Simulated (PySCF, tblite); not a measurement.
**C₄H₉NOSi: geometry, infrared bands and NMR shifts**

Aim: predict the infrared bands and NMR shifts of C₄H₉NOSi (`C=N[C@H]1CC[SiH2]O1`).

Computed with tblite 0.8.0 and PySCF 2.14.0, with density-fitted response routines of our own, on a single molecule in the gas phase. Atoms count from 0, in the outputs and in this text.

## Step 1: The starting structure

16 atoms, charge 0, multiplicity 1; geometry from: force field or distance geometry start.

Bonds of the start (Å): C0–N1 1.29, N1–C2 1.45, C2–C3 1.55, C3–C4 1.54, C4–Si5 1.89, Si5–O6 1.69, O6–C2 1.46, C0–H7 1.10, C0–H8 1.10, C2–H9 1.09, C3–H10 1.10, C3–H11 1.11, C4–H12 1.10, C4–H13 1.09, Si5–H14 1.48, Si5–H15 1.49.

## Step 2: Geometry optimisation with GFN2-xTB

What the job is given:

```
{"job": {"kind": "relax", "xc": "GFN2-xTB", "basis": "xTB"}, "charge": 0, "multiplicity": 1}
C      2.497700     0.690000     0.822100
N      1.470400    -0.036400     1.108200
C      0.728400    -0.464300    -0.067600
C     -0.506600    -1.279500     0.395600
C     -1.631100    -0.296100     0.755800
Si    -1.315600     1.053100    -0.524800
O      0.259200     0.607200    -0.933400
H      2.771900     0.979400    -0.203900
H      3.142500     1.072900     1.627800
H      1.352100    -1.121100    -0.671300
H     -0.845200    -1.928700    -0.425600
H     -0.276900    -1.946000     1.251800
H     -1.501800     0.098800     1.771600
H     -2.614600    -0.753200     0.662400
H     -2.193400     0.915100    -1.705000
H     -1.344500     2.417800     0.074300
```

Command:

```console
OMP_NUM_THREADS=1 python probes_run.py task.json out
```

One launch serves the whole session: the jobs run in the order shown.

**Question.** This job is followed by: GFN2-xTB harmonic vibrations, gas phase; GIAO PBE0/pcSseg-1 NMR shielding, non-relativistic, gas phase. Predict these results of the whole session: strongest single infrared mode (GFN2-xTB); zero-point energy (GFN2-xTB); 13C shifts against TMS (PBE0/pcSseg-1); 1H shifts against TMS (PBE0/pcSseg-1); 15N shifts against NH3 (PBE0/pcSseg-1); 29Si shifts against TMS (PBE0/pcSseg-1); 17O shifts against H2O (PBE0/pcSseg-1); surface potential, 1st and 99th percentile.

The runs gave:

| quantity | value |
| --- | --- |
| strongest single infrared mode (GFN2-xTB) | 2277 cm⁻¹, 378 km/mol |
| zero-point energy (GFN2-xTB) | 77.6 kcal/mol |
| 13C shifts against TMS (PBE0/pcSseg-1) | 150.4, 98.1, 33.7, 7.0 ppm |
| 1H shifts against TMS (PBE0/pcSseg-1) | 7.58, 7.34, 6.28, 5.05, 5.00, 2.50, 1.95, 0.90, 0.82 ppm |
| 15N shifts against NH3 (PBE0/pcSseg-1) | 410.5 ppm |
| 29Si shifts against TMS (PBE0/pcSseg-1) | -2.3 ppm |
| 17O shifts against H2O (PBE0/pcSseg-1) | 56.4 ppm |
| surface potential, 1st and 99th percentile | -1.48 V and 1.16 V |

In words: Over 89 steps the energy fell by 0.433 eV; of the close pairs, Si5–O6 changed most, 1.687 to 1.635 Å. All 42 modes are real, so the xTB geometry is a minimum. The strongest single mode, at 2277 cm⁻¹, moves mainly H15. GFN2-xTB is a fitted tight-binding method: band positions and strengths are rough. Its intensities can rank the bands wrongly. At PBE0/pcSseg-1: The largest span, 702 ppm, is at N1, where the paramagnetic term is -473 ppm.
